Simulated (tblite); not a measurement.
# C6H13NSi: the cost of one run

The runs use tblite 0.8.0 and PySCF 2.14.0, with density-fitted response routines of our own; the level of theory stands in each step. All values are computed, except where a source is named. Atoms are numbered from 0 throughout.

## 1. Starting geometry

21 atoms, charge 0, multiplicity 1; geometry from: force field or distance geometry start.

Bonds of the start (Å): C0–N1 1.29, N1–C2 1.46, C2–Si3 1.91, Si3–C4 1.84, C4–C5 1.52, C5–C6 1.52, C6–C7 1.53, C7–C4 1.53, C0–H8 1.07, C0–H9 1.11, C2–H10 1.10, C2–H11 1.11, Si3–H12 1.49, Si3–H13 1.47, C4–H14 1.10, C5–H15 1.11, C5–H16 1.11, C6–H17 1.09, C6–H18 1.09, C7–H19 1.11, C7–H20 1.10.

## 2. Relaxing the molecule with GFN2-xTB

Job settings and geometry (Å):

```
{"job": {"kind": "relax", "xc": "GFN2-xTB", "basis": "xTB"}, "charge": 0, "multiplicity": 1}
C      3.683700     0.013000    -0.523000
N      2.899700    -1.003500    -0.583900
C      1.986700    -1.096100     0.551300
Si     0.716100     0.297500     0.272100
C     -0.986000    -0.361700     0.022600
C     -2.017900     0.015200     1.068200
C     -2.980300     0.167600    -0.101200
C     -1.743900     0.620800    -0.874500
H      4.424300     0.230200    -1.267100
H      3.606000     0.736900     0.312700
H      2.532100    -0.840900     1.471500
H      1.472100    -2.080300     0.584000
H      0.812600     1.217200     1.446100
H      1.044700     1.067500    -0.939100
H     -1.086700    -1.379200    -0.381600
H     -2.305500    -0.804400     1.755200
H     -1.740400     0.976800     1.555800
H     -3.724200     0.961700     0.015200
H     -3.332900    -0.775900    -0.527600
H     -1.521700     1.673500    -0.600800
H     -1.747500     0.380900    -1.946900
```

Command:

```bash
$ OMP_NUM_THREADS=1 python probes_run.py task.json out
```

This one command runs all jobs of the session in turn.

Q: Estimate the wall time of this first job on 1 thread of Arm Neoverse N1, shared host.

About 2.9 s.
